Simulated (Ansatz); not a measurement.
# SnO: how energies converge with the basis set

One table from this session's results is given with a row withheld; the runs are named, their logs left out.

Program: Ansatz 0.2.0, Gaussian basis. Level of theory: one geometry, several basis sets. These are calculated values, not measurements.

The runs, in order: PBE0-D4/def2-SVP; ωB97M-V/def2-SVP; PBE0-D4/def2-QZVPP; ωB97M-V/def2-QZVPP; the functionals' def2-TZVPP values are taken from earlier runs.

### Structure used throughout

All runs share one geometry, relaxed beforehand with PBE0-D4 in a triple-zeta def2 set. Sn takes the def2 core potential; no spin-orbit term is included.

SMILES `[O]=[Sn]`, 2 atoms, charge 0, spin multiplicity 1.

Atoms are counted from 1 here; the program's logs count them from 0.

Bond lengths: O1–Sn2 1.818 Å.

Set-up of the first run:

in.yaml reads:

```yaml
crystal:
  periodic: [false, false, false]
  atoms:
    - {symbol: O, position_ang: [-0.000000, 0.000000, -0.007106]}
    - {symbol: Sn, position_ang: [0.000000, -0.000000, 1.810686]}
basis:
  gaussian: {orbitals: def2-SVP}
hamiltonian: {xc: pbe0, dispersion: d4}
output: {orbitals: {seedname: orbitals}}
```

Run with:

```
$ ansatz run in.yaml --threads 2 --pin off --events-out ev --progress --plain --max-ram 32768MiB --backend cpu
```

Steps of the session up to this table: PBE0-D4 in def2-SVP; ωB97M-V in def2-SVP; PBE0-D4 in def2-QZVPP; ωB97M-V in def2-QZVPP.

One of the session's tables, all rows but one given; the rest of the session is left out.

It belongs to the step «Functionals by basis». 

```
functional       basis  HOMO (eV)  LUMO (eV)
   PBE0-D4    def2-SVP      -7.57      -2.07
   PBE0-D4  def2-TZVPP          ?          ?
   PBE0-D4  def2-QZVPP      -7.69      -2.31
   ωB97M-V    def2-SVP      -9.75      -0.17
   ωB97M-V  def2-TZVPP      -9.85      -0.48
   ωB97M-V  def2-QZVPP      -9.90      -0.59
```

**Question.** Estimate the row for PBE0-D4, def2-TZVPP.

The run gave: HOMO (eV): -7.64; LUMO (eV): -2.25. In the column «HOMO (eV)» it lies between PBE0-D4, def2-QZVPP (-7.69) and PBE0-D4, def2-SVP (-7.57).
